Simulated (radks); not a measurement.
# Sm²⁺ in [Xe] 4f6: an all-electron calculation

Aim: the levels, the sizes of the orbitals and the parts of the energy of the samarium ion Sm2+.

Program: radks (a radial shooting solver on a logarithmic mesh, Libxc functionals) version 1. Level of theory: scalar-relativistic Kohn-Sham, LDA (Slater exchange, Perdew-Wang correlation), spin-polarised, spherical densities, point nucleus; open shells are filled with parallel spins first. These are calculated values, not measurements, unless marked.

### 1 Starting point

```
element       : samarium (Z = 62)
charge        : +2
electrons     : 60
configuration : [Xe] 4f6
```

The outer shells:

Sm²⁺
```
[Xe] core
4f [↑ ][↑ ][↑ ][↑ ][↑ ][↑ ][  ]
```

### 2 Self-consistent calculation

Settings of this run:

```text
Z 62
configuration [Xe] 4f6
relativity scalar-relativistic
functional lda,pw
spin polarised
nucleus point
c 137.035999084
```

Command:

```bash
$ python run_ks.py task.json out
```

This one command runs every case of the session in turn.

What does the calculation give?

**Answer**, as computed:

| quantity | value |
| --- | --- |
| total energy | -10419.5708 hartree |
| exchange-correlation share of it | 2.19 % |
| −T/E | 1.0688 |
| highest occupied level | 4f up, -17.240 eV |
| most extended occupied level | 5p down, <r> = 1.67 bohr |
| radius at density 0.001 e/bohr³ | 3.51 bohr |
| maxima of the radial density | 4 |
| ionisation energy, NIST | 23.6 (semi-emp.) eV |

**Reading.** 5 principal shells are occupied and 4 maxima appear in the radial density; where shells overlap, one shows as a shoulder or not at all. −T/E is 1.069: with relativity the kinetic term as defined here no longer equals −E. The top level binds by 17.240 eV, 73 % of the NIST ionisation energy of 23.6 eV; the potential of a semilocal functional falls off too fast, so its top eigenvalue is too shallow. Open shells are spherical and high-spin; term and fine-structure splittings are not resolved. Spin-orbit splitting is averaged out at the scalar-relativistic level.
